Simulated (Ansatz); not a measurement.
# AsGeH2: the cost of one run

The runs use Ansatz 0.2.0, Gaussian basis; cc-pVTZ, core rule «outside noble gas», up to 28 orbitals frozen.

To be run: UHF; CCSD(T) on ROHF; CCSD(T) on UHF; BCCD(T) on ROHF; CCSDT(Q) on ROHF; CCSDT(Q) on UHF; CASSCF and MRCISD+Q, 10 electrons in 10 orbitals; CASSCF and NEVPT2, 10 electrons in 10 orbitals.

5 further runs of the same task are left out: 5 set aside as unsound or not needed. Runs told in other sessions of the task aren't counted.

## Step 1: The system

The geometry is a PBE0/def2-TZVP stationary point (not a proven minimum) of the parent state, kept for this charge and spin. No spin-orbit coupling is included. The filled d shell of Ge, As may be among the frozen orbitals whatever the setting's name suggests.

4 atoms, charge 1, spin multiplicity 3.

Atoms are counted from 1 here; the program's logs count them from 0.

Bond lengths: Ge1–As2 2.476 Å, Ge1–H3 1.556 Å, Ge1–H4 1.556 Å. Angles: As2–Ge1–H3 109.5°, As2–Ge1–H4 109.5°, H3–Ge1–H4 105.6°.

## Step 2: UHF

in.yaml

```yaml
crystal:
  periodic: [false, false, false]
  atoms:
    - {symbol: Ge, position_ang: [0.042430, 0.000000, 1.232357]}
    - {symbol: As, position_ang: [-0.021540, 0.000000, -1.242487]}
    - {symbol: H, position_ang: [-0.728368, 1.239617, 1.771279]}
    - {symbol: H, position_ang: [-0.728367, -1.239618, 1.771279]}
basis:
  gaussian: {orbitals: cc-pVTZ}
total_charge: 1
magnetization: {spin_polarized: true, initial_magnetization: 2}
hamiltonian: {xc: hf}
output: {orbitals: {seedname: orbitals}}
```

Launch:

```bash
> ansatz run in.yaml --threads 1 --pin off --events-out ev --progress --plain --max-ram 2560MiB --backend cpu
```

**Question.** How long does this run take on 1 thread of AMD EPYC 7R13, shared host, and how much memory does it need?

About 19 s, with a peak of 0.3 GiB.
